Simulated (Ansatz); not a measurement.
**CCSD/def2-SVP (core potential) run of CH5FOSn (SMILES [CH3][SnH]([OH])[F])**

Aim: the energy change on altering one bond length of CH5FOSn at CCSD/def2-SVP (core potential), from 2 runs. 

Program for the calculation: Ansatz 0.2.0.

116 further runs of the same task are left out: 116 set aside as unsound or not needed.

## 1. The structure to begin with

CH5FOSn has 9 atoms, charge 0, and is taken as a singlet. As SMILES, `[CH3][SnH]([OH])[F]`. Geometry: relaxed at PBE0-D4/def2-TZVP. This is one conformer, not always the lowest.

Bond lengths: C1–Sn2 2.120 Å, Sn2–O3 1.954 Å, Sn2–F4 1.928 Å, C1–H5 1.090 Å, C1–H6 1.090 Å, C1–H7 1.090 Å, Sn2–H8 1.697 Å, O3–H9 0.960 Å. Some angles: C1–Sn2–O3 112.2°, C1–Sn2–F4 104.4°, O3–Sn2–F4 104.6°, C1–Sn2–H8 121.5°, O3–Sn2–H8 105.6°, F4–Sn2–H8 107.3°, Sn2–C1–H5 109.8°, Sn2–C1–H6 110.0°, Sn2–C1–H7 108.7°, Sn2–O3–H9 113.8°.

## 2. A single-point energy at CCSD/def2-SVP (core potential)

File job.yaml:

```yaml
crystal:
  periodic: [false, false, false]
  atoms:
    - {symbol: C, position_ang: [-0.348000, 1.320900, -0.172600]}
    - {symbol: Sn, position_ang: [-0.271200, -0.757400, 0.237600]}
    - {symbol: O, position_ang: [1.527400, -1.346400, 0.725000]}
    - {symbol: F, position_ang: [-0.613200, -1.596000, -1.464600]}
    - {symbol: H, position_ang: [-1.361700, 1.603400, -0.455800]}
    - {symbol: H, position_ang: [-0.043600, 1.885400, 0.708500]}
    - {symbol: H, position_ang: [0.329800, 1.539100, -0.997600]}
    - {symbol: H, position_ang: [-1.308700, -1.477000, 1.371800]}
    - {symbol: H, position_ang: [2.177700, -1.218400, 0.030600]}
basis:
  gaussian:
    orbitals: def2-SVP
correlation:
  method: ccsd
  frozen_orbitals: {C: 1, F: 1, H: 0, O: 1, Sn: 4}
accuracy: high
scf:
  omitted_lower_state_checks: [cluster_reference, increment]
```

Launch:

```console
$ ansatz run job.yaml --threads 1 --pin off --max-ram 3480MiB --events-out events.jsonl --progress --plain --runs-dir runs
```

The program printed:

```text
Warning: RAYON_NUM_THREADS=1 ignored (pool sized by the plan → 1); use --threads N
Functional definition: HF
  name "HF"
  exchange = exact_x
  correlation = 0
these checks for a lower state are left out or cut short: cluster_reference, increment
2210 factors; integrals over basis functions are off by at most 3.4e-9 eV
mean field evaluation 1: about -11649.6811 eV, gradient 4.7e1 eV
mean field evaluation 2: about -11649.7973 eV, gradient 4.7e1 eV
mean field evaluation 4: about -11654.1897 eV, gradient 2.9e0 eV
mean field evaluation 8: about -11654.2379 eV, gradient 2.7e-1 eV
mean field evaluation 16: about -11654.2382 eV, gradient 1.5e-8 eV
mean field -11654.23816162 eV, -428.2853529132 hartree, gradient 1.9e-8 eV, S^2 0.000000; 0 other end points of the search recorded, 0 dependent functions left out
7 core orbitals not correlated: weight in the atoms' cores, before any rotation towards them, 1.000 or more for the frozen orbitals, at most 0.000 for the correlated occupied ones
reference -11654.23816162 eV, -428.2853529132 hartree; 18, 18 occupied and 68, 68 virtual orbitals, 2210 factors
second order -17.36407594 eV of doubles, -0.00000000 eV of singles
cycle   1  -17.67030820 eV  change   -3.1e-1 eV  update   1.0e-1
cycle   2  -18.09204578 eV  change   -4.2e-1 eV  update   3.2e-2
cycle   3  -18.22487610 eV  change   -1.3e-1 eV  update   1.8e-2
cycle   4  -18.22285802 eV  change    2.0e-3 eV  update   3.8e-3
cycle   5  -18.22064457 eV  change    2.2e-3 eV  update   1.6e-3
cycle   6  -18.22081430 eV  change   -1.7e-4 eV  update   5.2e-4
cycle   7  -18.22068728 eV  change    1.3e-4 eV  update   1.7e-4
cycle   8  -18.22062310 eV  change    6.4e-5 eV  update   6.0e-5
cycle   9  -18.22062725 eV  change   -4.2e-6 eV  update   2.2e-5
cycle  10  -18.22063492 eV  change   -7.7e-6 eV  update   8.0e-6
cycle  11  -18.22062956 eV  change    5.4e-6 eV  update   3.2e-6
cycle  12  -18.22063129 eV  change   -1.7e-6 eV  update   1.3e-6
cycle  13  -18.22063217 eV  change   -8.8e-7 eV  update   5.1e-7
cycle  14  -18.22063256 eV  change   -3.9e-7 eV  update   2.3e-7
cycle  15  -18.22063278 eV  change   -2.3e-7 eV  update   9.4e-8
cycle  16  -18.22063284 eV  change   -5.4e-8 eV  update   4.2e-8
cycle  17  -18.22063283 eV  change    1.1e-8 eV  update   2.7e-8
cycle  18  -18.22063297 eV  change   -1.4e-7 eV  update   1.1e-7
cycle  19  -18.22063298 eV  change   -4.2e-9 eV  update   2.5e-8
cycle  20  -18.22063298 eV  change   -5.7e-9 eV  update   7.1e-9
cycle  21  -18.22063298 eV  change   4.0e-10 eV  update   2.8e-9
Total energy: -11672.45879460 eV, -428.9549488249 hartree
Checks for a lower state left out: cluster_reference, increment
```

Run time: 30 s. Hardware: 1 thread of Arm Neoverse V1, shared host; peak memory 0.67 GiB.

## 3. The distorted shape at the same level

File job.yaml:

```yaml
basis:
  gaussian:
    orbitals: def2-SVP
crystal:
  periodic: [false, false, false]
  atoms:
    - {symbol: C, position_ang: [-0.245395, 1.572492, 0.338083]}
    - {symbol: Sn, position_ang: [-0.168595, -0.505808, 0.748283]}
    - {symbol: O, position_ang: [1.630005, -1.094808, 1.235683]}
    - {symbol: F, position_ang: [-0.613200, -1.596000, -1.464600]}
    - {symbol: H, position_ang: [-1.259095, 1.854992, 0.054883]}
    - {symbol: H, position_ang: [0.059005, 2.136992, 1.219183]}
    - {symbol: H, position_ang: [0.432405, 1.790692, -0.486917]}
    - {symbol: H, position_ang: [-1.206095, -1.225408, 1.882483]}
    - {symbol: H, position_ang: [2.280305, -0.966808, 0.541283]}
correlation:
  method: ccsd
  frozen_orbitals: {C: 1, F: 1, H: 0, O: 1, Sn: 4}
accuracy: high
scf:
  omitted_lower_state_checks: [cluster_reference, increment]
```

Launch:

```console
$ ansatz run job.yaml --threads 1 --pin off --max-ram 3480MiB --events-out events.jsonl --progress --plain --runs-dir runs
```

The program printed:

```text
Warning: RAYON_NUM_THREADS=1 ignored (pool sized by the plan → 1); use --threads N
[... 4 set-up lines as earlier in the session ...]
these checks for a lower state are left out or cut short: cluster_reference, increment
2171 factors; integrals over basis functions are off by at most 7.4e-9 eV
mean field evaluation 1: about -11646.6797 eV, gradient 5.1e1 eV
mean field evaluation 2: about -11646.7680 eV, gradient 5.1e1 eV
mean field evaluation 4: about -11652.2402 eV, gradient 3.3e0 eV
mean field evaluation 8: about -11652.3150 eV, gradient 3.8e-1 eV
mean field evaluation 16: about -11652.3160 eV, gradient 7.6e-7 eV
mean field -11652.31600681 eV, -428.2147150266 hartree, gradient 2.5e-8 eV, S^2 0.000000; 0 other end points of the search recorded, 0 dependent functions left out
7 core orbitals not correlated: weight in the atoms' cores, before any rotation towards them, 1.000 or more for the frozen orbitals, at most 0.000 for the correlated occupied ones
reference -11652.31600681 eV, -428.2147150266 hartree; 18, 18 occupied and 68, 68 virtual orbitals, 2171 factors
second order -17.56107725 eV of doubles, -0.00000000 eV of singles
cycle   1  -17.75375036 eV  change   -1.9e-1 eV  update   1.3e-1
cycle   2  -18.21638780 eV  change   -4.6e-1 eV  update   5.1e-2
cycle   3  -18.40791198 eV  change   -1.9e-1 eV  update   3.1e-2
cycle   4  -18.41807658 eV  change   -1.0e-2 eV  update   1.0e-2
cycle   5  -18.40667038 eV  change    1.1e-2 eV  update   4.8e-3
cycle   6  -18.40603854 eV  change    6.3e-4 eV  update   1.7e-3
cycle   7  -18.40629350 eV  change   -2.5e-4 eV  update   6.2e-4
cycle   8  -18.40612728 eV  change    1.7e-4 eV  update   2.9e-4
cycle   9  -18.40613908 eV  change   -1.2e-5 eV  update   1.2e-4
cycle  10  -18.40627010 eV  change   -1.3e-4 eV  update   5.2e-5
cycle  11  -18.40622846 eV  change    4.2e-5 eV  update   2.3e-5
cycle  12  -18.40621748 eV  change    1.1e-5 eV  update   8.7e-6
cycle  13  -18.40622444 eV  change   -7.0e-6 eV  update   4.7e-6
cycle  14  -18.40622398 eV  change    4.5e-7 eV  update   2.4e-6
cycle  15  -18.40622567 eV  change   -1.7e-6 eV  update   1.3e-6
cycle  16  -18.40622649 eV  change   -8.2e-7 eV  update   6.3e-7
cycle  17  -18.40622640 eV  change    9.3e-8 eV  update   3.1e-7
cycle  18  -18.40622624 eV  change    1.6e-7 eV  update   1.4e-7
cycle  19  -18.40622623 eV  change    1.4e-8 eV  update   7.8e-8
cycle  20  -18.40622625 eV  change   -1.9e-8 eV  update   4.1e-8
cycle  21  -18.40622635 eV  change   -1.0e-7 eV  update   1.3e-7
cycle  22  -18.40622637 eV  change   -2.1e-8 eV  update   3.7e-8
cycle  23  -18.40622633 eV  change    3.8e-8 eV  update   1.5e-8
cycle  24  -18.40622633 eV  change    1.4e-9 eV  update   6.6e-9
cycle  25  -18.40622633 eV  change    2.6e-9 eV  update   2.8e-9
Total energy: -11670.72223314 eV, -428.8911313681 hartree
Checks for a lower state left out: cluster_reference, increment
```

Run time: 35 s. Hardware: 1 thread of Arm Neoverse V1, shared host; peak memory 0.66 GiB.

## 4. Outcome

Level: CCSD/def2-SVP (core potential), 7 core orbitals frozen.

```
                                                          quantity          value
                                         first shape: total energy  -428.95495 Eh
          first shape: correlation energy (7 core orbitals frozen)     -669.6 mEh
                                        first shape: T1 diagnostic          0.012
                                     distorted shape: total energy  -428.89113 Eh
      distorted shape: correlation energy (7 core orbitals frozen)     -676.4 mEh
                                    distorted shape: T1 diagnostic          0.017
energy change with the Sn2–F4 bond stretched from 1.928 to 2.507 Å       1.737 eV
```

With the Sn2–F4 bond stretched from 1.928 to 2.507 Å the energy rises by 1.74 eV (168 kJ/mol). The first shape isn't relaxed at this level, so the change isn't measured from a minimum.
